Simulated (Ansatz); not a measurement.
**F₂H₂O₂Si (built from SMILES O[Si](O)(F)F): search for a transition state, part 1 of 2**

Aim: find the saddle point of a 1,2-elimination that is to form O2–H4 and break Si1–O2, O3–H4, prove it by its vibrations, and relax downhill on both sides to see what it joins.

Method: PBE0-D4, def2-SVP first, then def2-TZVP; program: Ansatz 0.2.0, Gaussian basis.

114 further runs of the same task are left out: 114 set aside as unsound or not needed. Runs told in other sessions of the task aren't counted.

**1. Where the work starts**

The guess: 7 atoms, charge 0, spin multiplicity 1.

Atoms are counted from 1 here; the program's logs count them from 0.

Bond lengths: Si1–O2 1.765 Å, Si1–O3 1.545 Å, Si1–F5 1.590 Å, Si1–F6 1.583 Å, O2–H4 1.207 Å, O2–H7 0.961 Å. Angles: O2–Si1–O3 86.5°, O2–Si1–F5 106.3°, O2–Si1–F6 106.7°, O3–Si1–F5 125.1°, O3–Si1–F6 126.6°, F5–Si1–F6 101.0°, Si1–O2–H4 75.1°, Si1–O2–H7 129.5°, H4–O2–H7 131.1°.

As a file:

```mol
F2H2O2Si
  3D, bonds by distance, orders not assigned

  7  6  0  0  0  0  0  0  0  0999 V2000
   -0.4930    0.0490    0.4829 Si  0  0
    0.9145   -0.1856   -0.5553 O   0  0
   -1.2610   -0.8453   -0.5163 O   0  0
    0.0123   -0.7538   -1.1216 H   0  0
   -0.6806    1.6208    0.6327 F   0  0
   -0.0473   -0.3424    1.9504 F   0  0
    1.5551    0.4573   -0.8727 H   0  0
  1  2  8  0
  1  3  8  0
  1  5  8  0
  1  6  8  0
  2  4  8  0
  2  7  8  0
M  END
```

Distances that are to change: O2–H4 1.21 Å, Si1–O2 1.76 Å, O3–H4 1.41 Å.

**2. Constrained relaxation of the guess**

Input file hold/in.yaml:

```yaml
crystal:
  periodic: [false, false, false]
  atoms:
    - {symbol: Si, position_ang: [-0.493000, 0.049000, 0.482900]}
    - {symbol: O, position_ang: [0.914500, -0.185600, -0.555300]}
    - {symbol: O, position_ang: [-1.261000, -0.845300, -0.516300]}
    - {symbol: H, position_ang: [0.012300, -0.753800, -1.121600]}
    - {symbol: F, position_ang: [-0.680600, 1.620800, 0.632700]}
    - {symbol: F, position_ang: [-0.047300, -0.342400, 1.950400]}
    - {symbol: H, position_ang: [1.555100, 0.457300, -0.872700]}
basis:
  gaussian: {orbitals: def2-SVP}
hamiltonian: {xc: pbe0, dispersion: d4}
relax: {f_tol: 0.04, max_steps: 150, escape_saddle: false, constraints: [{distance: [1, 3]}, {distance: [0, 1]}, {distance: [2, 3]}]}
```

Command:

```console
$ ansatz run in.yaml --threads 4 --pin off --events-out ev --progress --plain --max-ram 9574MiB
```

Log, shortened:

```text
Functional definition: PBE0
  name "PBE0"
  cite "Adamo & Barone, J. Chem. Phys. 110, 6158 (1999) doi:10.1063/1.478522"
  cite "Perdew, Burke & Ernzerhof, Phys. Rev. Lett. 77, 3865 (1996) doi:10.1103/PhysRevLett.77.3865"
  parent pbe
[...]
833 factors; integrals over basis functions are off by at most 4.2e-4 eV
[...]
mean field -17418.82746798 eV, -640.1301025429 hartree, gradient 2.6e-5 eV, S^2 0.000000; 0 other end points of the search recorded, 0 dependent functions left out
[...]
reference -17418.82748751 eV, -640.1301032606 hartree; 25, 25 occupied and 59, 59 virtual orbitals, 833 factors
relax step   1: F+E_penalty+E_count = -17418.92957997 eV  Δ(F+E_penalty+E_count) = +0.000e0 eV  max|allowed force component| = 9.377e-1 eV/Å  Δτ_max = 0.0000 Å  (24 SCF iters, accepted)
[...]
relax step   6: F+E_penalty+E_count = -17419.01764864 eV  Δ(F+E_penalty+E_count) = -1.972e-3 eV  max|allowed force component| = 5.635e-2 eV/Å  Δτ_max = 0.0254 Å  (28 SCF iters, accepted)
[...]
relax step   7: F+E_penalty+E_count = -17419.01787275 eV  Δ(F+E_penalty+E_count) = -2.241e-4 eV  max|allowed force component| = 1.449e-2 eV/Å  Δτ_max = 0.0045 Å  (22 SCF iters, accepted)
  distance O 1 - H 3 held at 1.207275 Å   reaction = -1.6145e-1 eV/Å
  distance Si 0 - O 1 held at 1.764640 Å   reaction = -3.0633e-1 eV/Å
  distance O 2 - H 3 held at 1.412817 Å   reaction = +1.1038e0 eV/Å
833 factors; integrals over basis functions are off by at most 4.4e-4 eV
[...]
mean field -17418.91781191 eV, -640.1334226210 hartree, gradient 1.8e-5 eV, S^2 0.000000; 1 other end points of the search recorded, 0 dependent functions left out
[...]
reference -17418.91783131 eV, -640.1334233342 hartree; 25, 25 occupied and 59, 59 virtual orbitals, 833 factors
Total energy: -17419.01789216 eV, -640.1371005024 hartree
Atom 0 at    -0.450103     0.052453     0.488190 Å, force    -0.237387     0.042918     0.187651 eV/Å
Atom 1 at     0.976680    -0.214118    -0.515395 Å, force     0.374961     0.012212    -0.097564 eV/Å
Atom 2 at    -1.265769    -0.835255    -0.525046 Å, force     1.016535     0.071441    -0.420282 eV/Å
Atom 3 at     0.038596    -0.743964    -1.060164 Å, force    -1.146489    -0.143152     0.344438 eV/Å
Atom 4 at    -0.629796     1.641093     0.586403 Å, force    -0.005572     0.004202     0.002701 eV/Å
Atom 5 at    -0.115812    -0.410344     1.978504 Å, force    -0.003184     0.005139    -0.014487 eV/Å
Atom 6 at     1.446203     0.510134    -0.952392 Å, force     0.001137     0.007240    -0.002457 eV/Å
Dipole moment:     0.632648     0.312915    -0.310864 e Å
```

It took 6 s on 4 threads of Arm Neoverse V2, shared host.

Relaxation path:

| step | energy from step 1 (eV) | largest force component (eV/Å) |
| --- | --- | --- |
| 1 | 0.0000 | 0.9377 |
| 2 | -0.0514 | 0.5185 |
| 3 | -0.0745 | 0.1257 |
| 4 | -0.0812 | 0.1222 |
| 5 | -0.0861 | 0.1851 |
| 6 | -0.0881 | 0.0563 |
| 7 | -0.0883 | 0.0145 |

Distances of close pairs at the start and the end, largest changes first:

| bond | before (Å) | after (Å) | change (Å) |
| --- | --- | --- | --- |
| Si1–O3 | 1.545 | 1.575 | +0.029 |
| Si1–F6 | 1.583 | 1.596 | +0.013 |
| Si1–F5 | 1.590 | 1.602 | +0.012 |
| O2–H7 | 0.961 | 0.967 | +0.006 |
| O2–H4 | 1.207 | 1.207 | +0.000 |
| Si1–O2 | 1.765 | 1.765 | +0.000 |

**3. A starting Hessian**

Input file hessian/in.yaml:

```yaml
crystal:
  periodic: [false, false, false]
  atoms:
    - {symbol: Si, position_ang: [-0.450103, 0.052453, 0.488190]}
    - {symbol: O, position_ang: [0.976680, -0.214118, -0.515395]}
    - {symbol: O, position_ang: [-1.265769, -0.835255, -0.525046]}
    - {symbol: H, position_ang: [0.038596, -0.743964, -1.060164]}
    - {symbol: F, position_ang: [-0.629796, 1.641093, 0.586403]}
    - {symbol: F, position_ang: [-0.115812, -0.410344, 1.978504]}
    - {symbol: H, position_ang: [1.446203, 0.510134, -0.952392]}
basis:
  gaussian: {orbitals: def2-SVP}
hamiltonian: {xc: pbe0, dispersion: d4}
phonons: {}
scf: {lower_state_search: off}
```

Command:

```console
$ ansatz run in.yaml --threads 4 --pin off --events-out ev --progress --plain --max-ram 9574MiB
```

Log, shortened:

```text
[... 5 set-up lines as earlier in the session ...]
[...]
832 factors; integrals over basis functions are off by at most 4.4e-4 eV
[...]
mean field -17418.91780514 eV, -640.1334223724 hartree, gradient 3.4e-6 eV, S^2 0.000000; 0 other end points of the search recorded, 0 dependent functions left out
[...]
reference -17418.91782443 eV, -640.1334230814 hartree; 25, 25 occupied and 59, 59 virtual orbitals, 832 factors
[... from here to the last solve, the lines of the solves are left out (41 solves) ...]
832 factors; integrals over basis functions are off by at most 4.4e-4 eV
mean field -17418.91777501 eV, -640.1334212652 hartree, gradient 9.2e-7 eV, S^2 0.000000; 0 other end points of the search recorded, 0 dependent functions left out
[...]
WARN: phonons: modes at or below zero, which the zero-point energy, F, S and C_V leave out: 1, the lowest at -1495.72 cm⁻¹. A minimum has none, and a first-order saddle one
[...]
Total energy: -17419.01788529 eV, -640.1371002500 hartree
Atom 0 at    -0.450103     0.052453     0.488190 Å, force    -0.237353     0.042991     0.187550 eV/Å
Atom 1 at     0.976680    -0.214118    -0.515395 Å, force     0.374979     0.012218    -0.097546 eV/Å
Atom 2 at    -1.265769    -0.835255    -0.525046 Å, force     1.016481     0.071352    -0.420278 eV/Å
Atom 3 at     0.038596    -0.743964    -1.060164 Å, force    -1.146499    -0.143135     0.344421 eV/Å
Atom 4 at    -0.629796     1.641093     0.586403 Å, force    -0.005549     0.004180     0.002756 eV/Å
Atom 5 at    -0.115812    -0.410344     1.978504 Å, force    -0.003198     0.005155    -0.014454 eV/Å
Atom 6 at     1.446203     0.510134    -0.952392 Å, force     0.001140     0.007239    -0.002450 eV/Å
Dipole moment:     0.632647     0.312915    -0.310864 e Å
Vibrations: -1495.72 207.99 298.38 309.66 366.89 433.30 535.26 776.97 815.25 844.54 993.11 1200.97 1238.08 2036.31 3849.81 cm⁻¹, zero-point energy 0.862094 eV
Checks for a lower state left out: stability, starts, cluster_reference, orbital_swaps, neighbouring_geometries, increment
```

Run time: 19 s. Hardware: 4 threads of Arm Neoverse V2, shared host.

The structure is not stationary yet, so these wavenumbers are no spectrum; the search needs only the force constants.

**4. Saddle search in the small basis**

The search itself is an outer loop (partitioned rational-function steps, Bofill update of the Hessian). Each step is one single-point run with forces. It stops when the largest force is under 0.04 eV/Å and the followed curvature is negative. The first step's input:

Input file presaddle/in.yaml:

```yaml
crystal:
  periodic: [false, false, false]
  atoms:
    - {symbol: Si, position_ang: [-0.450103, 0.052453, 0.488190]}
    - {symbol: O, position_ang: [0.976680, -0.214118, -0.515395]}
    - {symbol: O, position_ang: [-1.265769, -0.835255, -0.525046]}
    - {symbol: H, position_ang: [0.038596, -0.743964, -1.060164]}
    - {symbol: F, position_ang: [-0.629796, 1.641093, 0.586403]}
    - {symbol: F, position_ang: [-0.115812, -0.410344, 1.978504]}
    - {symbol: H, position_ang: [1.446203, 0.510134, -0.952392]}
basis:
  gaussian: {orbitals: def2-SVP}
hamiltonian: {xc: pbe0, dispersion: d4}
output: {forces: true}
scf: {lower_state_search: off}
```

Command:

```console
$ ansatz run in.yaml --threads 4 --pin off --events-out ev --progress --plain --max-ram 9574MiB
```

Step by step:

| step | energy (eV) | largest force (eV/Å) | followed curvature (eV/Å²) |
| --- | --- | --- | --- |
| 1 | -17419.01788 | 1.1465 | -14.49 |
| 2 | -17418.97357 | 0.4081 | -12.17 |
| 3 | -17418.96994 | 0.1288 | -9.67 |
| 4 | -17418.97082 | 0.0792 | -9.10 |
| 5 | -17418.97079 | 0.0205 | -7.34 |

The 5 steps took 2.5 s in all (4 threads of Arm Neoverse V2, shared host).

**5. Saddle search in triple zeta**

The search itself is an outer loop (partitioned rational-function steps, Bofill update of the Hessian). Each step is one single-point run with forces. It stops when the largest force is under 0.01 eV/Å and the followed curvature is negative. The first step's input:

Input file saddle/in.yaml:

```yaml
crystal:
  periodic: [false, false, false]
  atoms:
    - {symbol: Si, position_ang: [-0.507697, 0.046269, 0.509786]}
    - {symbol: O, position_ang: [0.989666, -0.240798, -0.520254]}
    - {symbol: O, position_ang: [-1.280592, -0.817239, -0.527719]}
    - {symbol: H, position_ang: [0.155249, -0.717982, -1.043377]}
    - {symbol: F, position_ang: [-0.602761, 1.643426, 0.599931]}
    - {symbol: F, position_ang: [-0.132681, -0.413030, 1.991005]}
    - {symbol: H, position_ang: [1.378816, 0.499354, -1.009272]}
basis:
  gaussian: {orbitals: def2-TZVP}
hamiltonian: {xc: pbe0, dispersion: d4}
output: {forces: true}
scf: {lower_state_search: off}
```

Command:

```console
$ ansatz run in.yaml --threads 4 --pin off --events-out ev --progress --plain --max-ram 9574MiB
```

Step by step:

| step | energy (eV) | largest force (eV/Å) | followed curvature (eV/Å²) |
| --- | --- | --- | --- |
| 1 | -17434.27230 | 0.9118 | -7.34 |
| 2 | -17434.30876 | 0.0768 | -7.33 |
| 3 | -17434.30954 | 0.0621 | -7.61 |
| 4 | -17434.30962 | 0.0317 | -7.93 |
| 5 | -17434.30966 | 0.0144 | -8.28 |
| 6 | -17434.30967 | 0.0071 | -8.30 |

The 6 steps took 7.2 s in all (4 threads of Arm Neoverse V2, shared host).

The point found:

```mol
F2H2O2Si
  3D, bonds by distance, orders not assigned

  7  6  0  0  0  0  0  0  0  0999 V2000
   -0.4936    0.0500    0.5003 Si  0  0
    0.9827   -0.2388   -0.5101 O   0  0
   -1.2882   -0.8073   -0.5066 O   0  0
    0.1560   -0.7155   -1.0387 H   0  0
   -0.6034    1.6214    0.5891 F   0  0
   -0.1283   -0.4108    1.9563 F   0  0
    1.3748    0.5010   -0.9902 H   0  0
  1  2  8  0
  1  3  8  0
  1  5  8  0
  1  6  8  0
  2  4  8  0
  2  7  8  0
M  END
```

Followed mode, largest move set to 1: H4 (0.97, 0.20, -0.16); O3 (-0.50, 0.07, 0.25); Si1 (-0.43, -0.07, 0.09); O2 (-0.09, -0.14, -0.11).

(Continued in part 2 of 2.)
